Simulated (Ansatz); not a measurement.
# SiNi2 (Pnma) in Ansatz: band structure with LDA

Aim: the band structure of SiNi2 with LDA.

Program: Ansatz 0.2.0. These are calculated values, not measurements. Logs are shortened: lines on timing, memory, paths and dates and some standing lists are left out, and cuts for length are marked.

**1. Starting point**

Symmetry: Pnma, No. 62, orthorhombic system. The conventional cell has a = 4.990 Å, b = 3.720 Å, c = 7.030 Å, α = 90.00°, β = 90.00°, γ = 90.00°. Ni (site symmetry m) is surrounded by 4 Si at 2.28 to 2.33 Å and 4 Ni at 2.53 to 2.62 Å. Around Ni (site symmetry m) lie 5 Si at 2.34 to 2.57 Å and 6 Ni at 2.53 to 2.62 Å. Si (site symmetry m) is surrounded by 9 Ni at 2.28 to 2.57 Å.

**2. Band structure, LDA, collinear spin, ferromagnetic start**

Input file input.yaml:

```yaml
crystal:
  lattice:
    - [4.99, 0.0, 0.0]
    - [0.0, 3.72, 0.0]
    - [0.0, 0.0, 7.03]
  atoms:
    - { symbol: Ni, position: [0.325, 0.75, 0.937], spin: 1.0 }
    - { symbol: Ni, position: [0.675, 0.25, 0.063], spin: 1.0 }
    - { symbol: Ni, position: [0.175, 0.25, 0.437], spin: 1.0 }
    - { symbol: Ni, position: [0.825, 0.75, 0.563], spin: 1.0 }
    - { symbol: Ni, position: [0.458, 0.75, 0.297], spin: 1.0 }
    - { symbol: Ni, position: [0.542, 0.25, 0.703], spin: 1.0 }
    - { symbol: Ni, position: [0.042, 0.25, 0.797], spin: 1.0 }
    - { symbol: Ni, position: [0.958, 0.75, 0.203], spin: 1.0 }
    - { symbol: Si, position: [0.786, 0.75, 0.886] }
    - { symbol: Si, position: [0.214, 0.25, 0.114] }
    - { symbol: Si, position: [0.714, 0.25, 0.386] }
    - { symbol: Si, position: [0.286, 0.75, 0.614] }
hamiltonian:
  xc: lda
  pseudopotentials: { kind: paw }
magnetization:
  spin_polarized: true
kpoints:
  mp_grid: { grid: [6, 7, 4] }
  band_path:
    path:
      - [[0.0, 0.0, 0.0], [0.0, -0.5, 0.0], [-0.5, -0.5, 0.0], [-0.5, 0.0, 0.0], [0.0, 0.0, 0.0], [0.0, 0.0, -0.5], [0.0, -0.5, -0.5], [-0.5, -0.5, -0.5], [-0.5, 0.0, -0.5], [0.0, 0.0, -0.5]]
      - [[-0.5, 0.0, 0.0], [-0.5, 0.0, -0.5]]
      - [[0.0, -0.5, -0.5], [0.0, -0.5, 0.0]]
      - [[-0.5, -0.5, 0.0], [-0.5, -0.5, -0.5]]
    npoints: 10
scf:
  occupations: { method: fermi_dirac, width: 0.05 }
  n_extra_bands: 30
output:
  forces: true
  stress: true
  eigenvalues: true
  fatbands: true
```

Potentials or basis: Ansatz PAW.

Run with:

```console
> ansatz run input.yaml --threads 4 --pin off --max-ram 11264MiB --backend cpu --events-out ev --progress --plain --runs-dir out
```

The log of the run:

```text
Warning: RAYON_NUM_THREADS=4 ignored (pool sized by the plan → 4); use --threads N
scf.n_extra_bands = 30 over 80 filled bands (N_el = 160.0): the run solves 110 bands
Engine: ansatz 0.2.0, aarch64-unknown-linux-gnu
Pseudopotentials: kind: paw
Pseudopotential: Ni, paw, valence charge 18, recommended cutoff 420 eV (normal), Ni.paw.azcp
Pseudopotential: Si, paw, valence charge 4, recommended cutoff 420 eV (normal), Si.paw.azcp
Functional definition: SPW92
  exchange = slater_x
  correlation = pw_c
Crystal: 12 atoms, lattice volume = 130.496 Å³
Basis set: ecut = 420 eV, 2559 PW (Γ)
Bands: 110, of which v1, the nominal top of the filled ones, is band 80 counted from 1 (79 counted from 0)
Symmetry: 8 space group operations
Space group: Pnma (ITA 62), of the structure as read, at distance tolerance 5.1e-5 Å
Magnetic group: BNS 62.441 (UNI 539), of the structure as read, at distance tolerance 5.1e-5 Å
k-points: 48 of 168
Non-local potential: Ni, projectors of the file, l = 0: 3, l = 1: 2, l = 2: 3, l = 3: 1
Non-local potential: Si, projectors of the file, l = 0: 2, l = 1: 2, l = 2: 2
PAW form: soft (Blöchl's): semilocal exchange-correlation on the pseudo side does not see the compensation charge
PAW frozen core: Ni, regenerated for the run's functional, and the local potential with it (the file was generated under x = pbe(κ = 0.804, μ = 0.2195149727645171), c = pbe(β = 0.06672455060314922))
PAW frozen core: Si, regenerated for the run's functional, and the local potential with it (the file was generated under x = pbe(κ = 0.804, μ = 0.2195149727645171), c = pbe(β = 0.06672455060314922))
PAW one-centre angular grid: Ni, 590 points (default); XC on 64 Gauss nodes
PAW one-centre angular grid: Si, 110 points (default); XC on 64 Gauss nodes
Initial density: superposition of atomic densities (chi_scale 0.1, normalization cell)
Starting moments: Σ|m| = 8 μB on 8 of 12 sites
[... 22 lines left out ...]
NSCF: frozen V_eff on 124 k-points
SCF converged after 14 iterations
Magnetization: 0.0000 μB (80.0000 up, 80.0000 down)
Absolute magnetization: 0.0000 μB (∫|ρ↑−ρ↓|, with the PAW one-centre terms)
Spin contamination: 0.0000 ħ² per cell (⟨S²⟩ above its minimum at these occupations)
Per-site moments (μB) at R_I (Å): [(1.0136278553649391e-7, 0.9400933940979119), (1.0136278572841093e-7, 0.9400933940979117), (1.0136278551573878e-7, 0.9400933940979117), (1.0136278562165763e-7, 0.9400933940979117), (9.322296296158678e-8, 0.9658946159052578), (9.322296277455089e-8, 0.965894615905258), (9.322296310620934e-8, 0.9658946159052577), (9.322296314014092e-8, 0.9658946159052578), (-7.60800405672338e-9, 0.9400933940979117), (-7.608004232267421e-9, 0.9400933940979117), (-7.608004300276018e-9, 0.9400933940979117), (-7.608003921199053e-9, 0.9400933940979119)]
Free energy (F): -48629.120344 eV
Harris-Foulkes:  -48629.120344 eV  (|F-HF|=8.19e-9)
Internal energy: -48629.069545 eV  (E = F + TS)
E sigma→0 (E₀):  -48629.094944 eV
Entropy (-TS):   -0.050799 eV (-4.233 meV/atom)
Fermi energy:    16.938143 eV
--- Per-component energies (eV) ---
  E_band       = -2312.297380
  E_kinetic    = 2466.041005
  E_local      = -31691.197538  (includes V_loc(G=0)·N_el)
  E_nonlocal   = 5225.717891
  E_hartree    = 13509.429000
  E_xc         = -909.715472
  E_vxc        = -1082.812435  (∫ρ·V_xc dr)
  E_paw        = -14466.777531  (= ΣΔE_a)
  E_vpaw       = -4248.909915  (= ΣTr[D̂ρ^β])
  E_aug_tail   = 0.003604  (compensation charges beyond the density's cutoff)
  E_ewald      = -22766.380791
  E_core_change = 3.810287  (= ΣΔE_core)
  E_smearing   = -0.050799  (= −TS)
  E_closure    = -0.000000  (closes the sum)
  Σ components = -48629.120344   (vs F -48629.120344, Δ=0.00e0)
--- Forces (eV/Å), atoms counted from 1 ---
  atom   1  Ni     0.25504281     0.00000000     0.23704717
  atom   2  Ni    -0.25504281     0.00000000    -0.23704717
  atom   3  Ni    -0.25504281     0.00000000     0.23704717
  atom   4  Ni     0.25504281     0.00000000    -0.23704717
  atom   5  Ni     0.09957598     0.00000000    -0.12971551
  atom   6  Ni    -0.09957598     0.00000000     0.12971551
  atom   7  Ni    -0.09957598     0.00000000    -0.12971551
  atom   8  Ni     0.09957598     0.00000000     0.12971551
  atom   9  Si    -0.07508974    -0.00000000     0.07012295
  atom  10  Si     0.07508974    -0.00000000    -0.07012295
  atom  11  Si     0.07508974    -0.00000000     0.07012295
  atom  12  Si    -0.07508974     0.00000000    -0.07012295
  max |Σ_I F_I| component: 4.16e-17 eV/Å
--- Stress (GPa, compression-positive) ---
      -10.672301       0.000000       0.000000
        0.000000     -10.930336       0.000000
        0.000000       0.000000     -10.345526
  P = ⅓ Tr σ = -10.6494 GPa (-106.494 kbar)
--- Band table (eV; the first three rows and the last of 96) ---
  k-point 0 ↑: bands = ["-85.8295", "-85.8290", "-85.8252", "-85.8251", "-85.6768", "-85.6763", "-85.6697", "-85.6696", "-46.7401", "-46.7376", "-46.7373", "-46.7327", "-46.6870", "-46.6742", "-46.6640", "-46.6536", "-46.6356", "-46.6317", "-46.6104", "-46.6077", "-46.5803", "-46.5790", "-46.5763", "-46.5752", "-46.5250", "-46.5214", "-46.4873", "-46.4854", "-46.4733", "-46.4665", "-46.4327", "-46.4325", "4.2675", "6.8701", "6.9247", "8.7141", "10.3049", "10.7296", "11.4746", "11.8655", "12.1276", "12.3047", "12.4881", "12.5275", "12.7564", "12.8357", "12.9636", "13.0845", "13.4337", "13.4696", "13.6124", "13.6297", "13.7809", "13.8076", "14.1977", "14.2685", "14.3268", "14.4712", "14.5261", "14.5724", "14.7144", "14.8243", "14.9268", "14.9329", "15.0196", "15.0204", "15.0503", "15.1706", "15.3025", "15.3214", "15.3540", "15.5220", "15.5792", "15.6818", "15.7181", "15.8341", "15.9347", "15.9858", "16.3038", "16.7149", "17.6420", "17.8546", "18.9215", "19.1903", "19.4799", "19.8889", "20.5467", "20.5713", "21.0646", "21.4838", "21.9885", "22.1606", "23.1342", "23.2302", "23.4742", "24.5824", "24.8102", "24.8483", "25.3866", "25.8705", "26.0351", "26.7907", "27.1466", "27.2181", "27.4181", "27.5659", "28.1806", "28.2578", "29.0270", "29.6134"]
  k-point 1 ↑: bands = ["-85.8294", "-85.8290", "-85.8252", "-85.8251", "-85.6767", "-85.6764", "-85.6696", "-85.6696", "-46.7400", "-46.7388", "-46.7358", "-46.7331", "-46.6857", "-46.6773", "-46.6613", "-46.6546", "-46.6351", "-46.6324", "-46.6099", "-46.6081", "-46.5801", "-46.5792", "-46.5761", "-46.5753", "-46.5245", "-46.5220", "-46.4871", "-46.4857", "-46.4722", "-46.4674", "-46.4327", "-46.4326", "4.4504", "5.8346", "7.9532", "8.7267", "10.3730", "10.8871", "11.1194", "11.7606", "12.0839", "12.2000", "12.4975", "12.6641", "12.7971", "12.8428", "12.9165", "13.1758", "13.3931", "13.4285", "13.4324", "13.5588", "13.8422", "14.0834", "14.0904", "14.1855", "14.1944", "14.4213", "14.6213", "14.6786", "14.6791", "14.7256", "14.9443", "15.0041", "15.0315", "15.1521", "15.1884", "15.2102", "15.2528", "15.3735", "15.4262", "15.5605", "15.5784", "15.6140", "15.7437", "15.9100", "15.9598", "16.1540", "16.3107", "16.6444", "17.1714", "17.9385", "18.2232", "18.3330", "20.2758", "20.4027", "20.8669", "20.9301", "20.9745", "21.5117", "21.6550", "22.7439", "23.1219", "23.4729", "23.5426", "24.3141", "24.5129", "24.5614", "25.3009", "25.8686", "26.0082", "26.3240", "26.5321", "27.1036", "27.1738", "27.9165", "28.1419", "29.1238", "29.5516", "29.6748"]
  k-point 2 ↑: bands = ["-85.8292", "-85.8292", "-85.8252", "-85.8252", "-85.6766", "-85.6766", "-85.6696", "-85.6696", "-46.7396", "-46.7396", "-46.7342", "-46.7342", "-46.6821", "-46.6821", "-46.6573", "-46.6573", "-46.6338", "-46.6338", "-46.6090", "-46.6090", "-46.5797", "-46.5797", "-46.5757", "-46.5757", "-46.5233", "-46.5233", "-46.4864", "-46.4864", "-46.4698", "-46.4698", "-46.4326", "-46.4326", "4.9869", "4.9869", "8.5983", "8.5983", "10.6208", "10.6208", "11.3492", "11.3492", "12.1740", "12.1740", "12.3993", "12.3993", "12.9394", "12.9394", "13.0838", "13.0838", "13.3266", "13.3266", "13.4306", "13.4306", "13.9457", "13.9457", "14.1354", "14.1354", "14.4141", "14.4141", "14.6983", "14.6983", "14.7150", "14.7150", "14.9356", "14.9356", "15.0870", "15.0870", "15.2128", "15.2128", "15.3724", "15.3724", "15.4980", "15.4980", "15.8220", "15.8220", "15.8577", "15.8577", "15.8660", "15.8660", "16.5428", "16.5428", "17.1583", "17.1583", "18.3411", "18.3411", "20.0013", "20.0013", "20.9209", "20.9209", "21.4877", "21.4877", "22.9208", "22.9208", "23.5540", "23.5540", "24.1009", "24.1009", "24.4052", "24.4052", "24.4965", "24.4965", "25.8128", "25.8128", "26.9513", "26.9513", "27.4306", "27.4306", "29.2977", "29.2977", "29.6209", "29.6209"]
  k-point 47 ↓: bands = ["-85.8274", "-85.8274", "-85.8266", "-85.8266", "-85.6732", "-85.6732", "-85.6732", "-85.6732", "-46.7382", "-46.7382", "-46.7366", "-46.7366", "-46.6725", "-46.6725", "-46.6704", "-46.6704", "-46.6290", "-46.6290", "-46.6285", "-46.6285", "-46.5717", "-46.5717", "-46.5691", "-46.5691", "-46.5008", "-46.5008", "-46.5003", "-46.5003", "-46.4547", "-46.4547", "-46.4543", "-46.4543", "7.5204", "7.5204", "7.7590", "7.7590", "9.8875", "9.8875", "10.0462", "10.0462", "12.3351", "12.3351", "12.5318", "12.5318", "12.9411", "12.9411", "12.9745", "12.9745", "13.4455", "13.4455", "13.6008", "13.6008", "13.8938", "13.8938", "13.9174", "13.9174", "14.2311", "14.2311", "14.3803", "14.3803", "14.7126", "14.7126", "14.7696", "14.7696", "14.9737", "14.9737", "15.0778", "15.0778", "15.1826", "15.1826", "15.2350", "15.2350", "15.4336", "15.4336", "15.5241", "15.5241", "16.2204", "16.2204", "16.2362", "16.2362", "17.2831", "17.2831", "17.5769", "17.5769", "19.6105", "19.6105", "19.6861", "19.6861", "21.9159", "21.9159", "22.4084", "22.4084", "23.7940", "23.7940", "23.9289", "23.9289", "26.4877", "26.4877", "27.1004", "27.1004", "27.4100", "27.4100", "27.7183", "27.7183", "28.5932", "28.5932", "28.8736", "28.8736", "29.9972", "29.9972"]
```

It took 89 s on 4 threads of Arm Neoverse V2, shared host; peak memory 1.6 GiB.

What came out:

```
Free energy            : -48629.1203 eV
Pressure               : -10.6 GPa
Largest force          : 0.348 eV/Å
Band gap on the k mesh : none (metal or under the smearing width)
Net moment             : 0.00 μB per cell
Absolute moment        : 0.00 μB per cell
```

Forces in eV/Å, atoms in the order of the input:
```
Ni   0.255  0.000  0.237
Ni  -0.255  0.000 -0.237
Ni  -0.255  0.000  0.237
Ni   0.255  0.000 -0.237
Ni   0.100  0.000 -0.130
Ni  -0.100  0.000  0.130
Ni  -0.100  0.000 -0.130
Ni   0.100  0.000  0.130
Si  -0.075  0.000  0.070
Si   0.075  0.000 -0.070
Si   0.075  0.000  0.070
Si  -0.075  0.000 -0.070
```

Caveat: the PAW data sets come from PBE, with cores solved anew for the run's functional, which leaves a small shift of forces and pressure; the starting moments weren't kept.
